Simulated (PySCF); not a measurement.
# C8H7F3: the cost of one run

The runs use PySCF 2.14.0, with density-fitted response routines of our own; the level of theory stands in each step. All values are computed, except where a source is named. Atoms count from 0, in the outputs and in this text.

## Step 1: Starting geometry

18 atoms, charge 0, multiplicity 1; geometry from: GFN2-xTB. The atoms were then displaced at random by about 0.01 Å, so the start is not that level's minimum.

Bonds of the start (Å): F0–C1 1.35, C1–F2 1.34, C1–F3 1.35, C1–C4 1.49, C4–C5 1.52, C5–C6 1.50, C6–C7 1.50, C7–C8 1.52, C8–C9 1.53, C9–C10 1.50, C9–C4 1.53, C10–C4 1.51, C8–C6 1.52, C10–C7 1.51, C5–H11 1.09, C5–H12 1.10, C6–H13 1.10, C7–H14 1.10, C8–H15 1.07, C9–H16 1.06, C10–H17 1.07.

## Step 2: Relaxing the molecule at PBE0-D3(BJ)/def2-SVP

The job: settings as JSON, then the geometry in Å.

```
{"job": {"xc": "PBE0", "basis": "def2-SVP", "d3": "d3bj", "grid": 1, "shake": 0.01, "kind": "geom"}, "charge": 0, "multiplicity": 1}
F      2.475420    -0.189170    -1.641680
C      2.118170    -0.169230    -0.342800
F      2.811220     0.832510     0.210690
F      2.645420    -1.303260     0.167890
C      0.651940    -0.019620    -0.136330
C     -0.058860     1.219880    -0.644750
C     -1.432500     0.861940    -0.173370
C     -1.644860    -0.619960    -0.202240
C     -1.398620     0.081620     1.127770
C      0.010270    -0.527080     1.153760
C     -0.258510    -1.226780    -0.148870
H      0.329670     2.130630    -0.177540
H     -0.016060     1.310200    -1.737430
H     -2.282870     1.534160    -0.359040
H     -2.545070    -1.131330    -0.561990
H     -2.032190     0.248460     1.967550
H      0.559690    -0.831000     2.011940
H      0.040200    -2.190020    -0.499300
```

On the command line:

```console
> OMP_NUM_THREADS=1 python probes_run.py task.json out
```

One launch serves the whole session: the jobs run in the order shown.

**Question.** How long does this first job take on 1 thread of Intel Xeon Platinum 8259CL at 2.50GHz, shared host, and how much memory does it need?

About 3.8 min, with a peak of 0.82 GiB.
